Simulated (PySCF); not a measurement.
# YbH3(NH3): other functionals and bases at one geometry

Aim: see how levels, charges and forces of YbH3(NH3) depend on the level of theory. The structure is generated, not taken from experiment.

Program: PySCF 2.14.0. Level of theory: several levels, as the steps say, no spin–orbit coupling. These are calculated values, not measurements.

1 further run of the same task is left out (for a known fault of the program).

### 1 The system as given

8 atoms, charge 0, spin multiplicity 1.

Bond lengths: Yb1–H2 1.993 Å, Yb1–H3 1.993 Å, Yb1–H4 1.993 Å, Yb1–N5 2.426 Å, N5–H6 1.023 Å, N5–H7 1.023 Å, N5–H8 1.023 Å. Angles: H2–Yb1–H3 118.8°, H2–Yb1–H4 118.8°, H2–Yb1–N5 96.4°, H3–Yb1–H4 118.8°, H3–Yb1–N5 96.4°, H4–Yb1–N5 96.4°, Yb1–N5–H6 112.2°, Yb1–N5–H7 112.2°, Yb1–N5–H8 112.2°, H6–N5–H7 106.6°, H6–N5–H8 106.6°, H7–N5–H8 106.6°.

Coordinates:

| atom | x (Å) | y (Å) | z (Å) |
| --- | --- | --- | --- |
| Yb1 | 0.2163 | -0.2163 | 0.2163 |
| H2 | 1.1533 | 1.2727 | 1.1533 |
| H3 | -1.2727 | -1.1533 | 1.1533 |
| H4 | 1.1533 | -1.1533 | -1.2727 |
| N5 | -1.1845 | 1.1845 | -1.1845 |
| H6 | -1.7941 | 1.7941 | -0.6343 |
| H7 | -0.6343 | 1.7941 | -1.7941 |
| H8 | -1.7941 | 0.6343 | -1.7941 |

Formal oxidation states: Yb +3. Each metal's 13 4f electrons lie in its core potential, so multiplicities, spins and levels count the valence alone. An earlier session relaxed this geometry at PBE0, Yb lcecp-1-SVP with ECP59, H def2-SVP, N def2-SVP (singlet, point group C3v).

At PBE0 on the finer grid: E = -97.605523 Eh, HOMO -6.33 eV, LUMO -0.22 eV, Mulliken charge on Yb1 +0.51 e, largest force component 0.003 eV/Å. 

Levels to run: M06-L; wB97X; PBE0, TZVP. Hardware: 2 threads of Intel Xeon at 2.50GHz (Skylake/Cascade Lake), shared host.

### 2 M06-L

Contents of run.py (the lines that set the calculation):

```python
mol = gto.M(atom='''
Yb     0.21631    -0.21631     0.21631
H      1.15325     1.27267     1.15325
H     -1.27267    -1.15325     1.15325
H      1.15325    -1.15325    -1.27267
N     -1.18450     1.18450    -1.18450
H     -1.79413     1.79413    -0.63428
H     -0.63428     1.79413    -1.79413
H     -1.79413     0.63428    -1.79413''',
    basis={'Yb': 'lcecp-1-SVP', 'H': 'def2-SVP', 'N': 'def2-SVP'},
    ecp={'Yb': 'lcecp-1-SVP'},
    charge=0, spin=0)
mf = dft.RKS(mol, xc='M06L')
mf.grids.atom_grid = (75, 302)  # f atoms: unpruned, at least (60, 302)
mf = mf.density_fit()  # fitting sets: Yb AutoAux, H def2-universal-JKFIT, N def2-universal-JKFIT
mf.conv_tol = 1e-08; mf.max_cycle = 55
mf.kernel(dm0)  # dm0: the density of the relaxed state
```

Launch:

```bash
> OMP_NUM_THREADS=2 python run.py
```

### 3 wB97X

Changes to run.py (the lines that set the calculation) since step 2:

```diff
@@ -12,3 +12,3 @@
     charge=0, spin=0)
-mf = dft.RKS(mol, xc='M06L')
+mf = dft.RKS(mol, xc='WB97X')
 mf.grids.atom_grid = (75, 302)  # f atoms: unpruned, at least (60, 302)
```

### 4 PBE0, TZVP

Basis: Yb lcecp-1-TZVP with ECP59, H def2-TZVP, N def2-TZVP. 

Changes to run.py (the lines that set the calculation) since step 3:

```diff
@@ -9,6 +9,6 @@
 H     -1.79413     0.63428    -1.79413''',
-    basis={'Yb': 'lcecp-1-SVP', 'H': 'def2-SVP', 'N': 'def2-SVP'},
-    ecp={'Yb': 'lcecp-1-SVP'},
+    basis={'Yb': 'lcecp-1-TZVP', 'H': 'def2-TZVP', 'N': 'def2-TZVP'},
+    ecp={'Yb': 'lcecp-1-TZVP'},
     charge=0, spin=0)
-mf = dft.RKS(mol, xc='WB97X')
+mf = dft.RKS(mol, xc='PBE0')
 mf.grids.atom_grid = (75, 302)  # f atoms: unpruned, at least (60, 302)
@@ -16,2 +16,2 @@
 mf.conv_tol = 1e-08; mf.max_cycle = 55
-mf.kernel(dm0)  # dm0: the density of the relaxed state
+mf.kernel(dm0)  # dm0: free metal ions and neutral atoms
```

**Question.** What will these runs give? Wanted: for each run, HOMO; gap; charge on Yb1; dipole; largest force.

**Answer**, as computed:

| level | state | HOMO (eV) | gap (eV) | charge on Yb1 (e) | dipole (D) | largest force (eV/Å) | basis functions | time |
| --- | --- | --- | --- | --- | --- | --- | --- | --- |
| PBE0 (relaxed here) | singlet | -6.33 | 6.11 | 0.51 | 5.49 | 0.00 | 77 | 34 s |
| M06-L | singlet | -5.46 | 4.83 | 0.75 | 5.31 | 0.10 | 77 | 23 s |
| wB97X | singlet | -8.83 | 10.26 | 0.48 | 5.53 | 0.07 | 77 | 16 s |
| PBE0, TZVP | singlet | -6.37 | 5.82 | 0.70 | 5.37 | 0.20 | 114 | 32 s |

Times are on 2 threads of Intel Xeon at 2.50GHz (Skylake/Cascade Lake), shared host; the first row also made further properties.

In one basis the HOMO–LUMO gap runs from 4.83 eV (M06-L) to 10.26 eV (wB97X). The largest leftover force, 0.20 eV/Å with PBE0, TZVP, stands at a geometry relaxed at another level. The Mulliken charge on Yb spans +0.48 to +0.75 e over the levels. With 4f in the core, its levels are missing from HOMO and gap. Total energies of different levels can't be compared. Spin–orbit coupling is left out throughout.
